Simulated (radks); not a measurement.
**Polarisabilities and dispersion coefficients of Li, Be⁺, B²⁺ and others**

The task here is to estimate one member of a computed series from the others.

The numbers are computed with radks (a radial shooting solver on a logarithmic mesh, Libxc functionals) version 1 (scalar-relativistic Kohn-Sham, LDA (Slater exchange, Perdew-Wang correlation), spin-polarised, spherical densities, finite nucleus; open shells are filled with parallel spins first), except any that are marked as measured or tabulated.

### What is computed

- species: Li ([He] 2s1), Be⁺ ([He] 2s1), B²⁺ ([He] 2s1), C³⁺ ([He] 2s1), N⁴⁺ ([He] 2s1), O⁵⁺ ([He] 2s1), F⁶⁺ ([He] 2s1), Ne⁷⁺ ([He] 2s1)

Set-up of the first run:

Input:

```text
Z 3
configuration [He] 2s1
relativity scalar-relativistic
functional lda,pw
spin polarised
nucleus finite rms 2.444 fm
c 137.035999084
response adiabatic LDA kernel
```

Steps of the session up to this table: Li, [He] 2s1; Be⁺, [He] 2s1; B²⁺, [He] 2s1; C³⁺, [He] 2s1; N⁴⁺, [He] 2s1; O⁵⁺, [He] 2s1; F⁶⁺, [He] 2s1; Ne⁷⁺, [He] 2s1.

One of the session's tables, all rows but one given; the rest of the session is left out.

| species | −ε(HOMO) (eV) | α (bohr³) | α uncoupled (bohr³) | C6 (hartree bohr⁶) | C8 (hartree bohr⁸) |
| --- | --- | --- | --- | --- | --- |
| Li | 3.165 | 143.6 | 165.5 | 1142 | 89167 |
| Be⁺ | 14.301 | 21.20 | 25.02 | 55.63 | 1154 |
| B²⁺ | 32.369 | 6.802 | 8.043 | 8.835 | 79.46 |
| C³⁺ | 57.284 | 2.999 | 3.540 | 2.307 | 11.10 |
| N⁴⁺ | ? | ? | ? | ? | ? |
| O⁵⁺ | 127.60 | 0.9282 | 1.090 | 0.3316 | 0.6288 |
| F⁶⁺ | 173.01 | 0.5909 | 0.6925 | 0.1566 | 0.2054 |
| Ne⁷⁺ | 225.26 | 0.3985 | 0.4660 | 0.08131 | 0.07710 |

Q: Estimate the row for N⁴⁺ from the others.

The run gave: −ε(HOMO) (eV): 89.028; α (bohr³): 1.577; α uncoupled (bohr³): 1.857; C6 (hartree bohr⁶): 0.7984; C8 (hartree bohr⁸): 2.317. In the column «−ε(HOMO) (eV)» it lies between C³⁺ (57.284) and O⁵⁺ (127.60).

In words: Uncoupled leaves out the potential induced by the response; Li is the most polarisable and Ne⁷⁺ the least, a factor 360 apart. C8 is given only where no p, d or f shell is open.
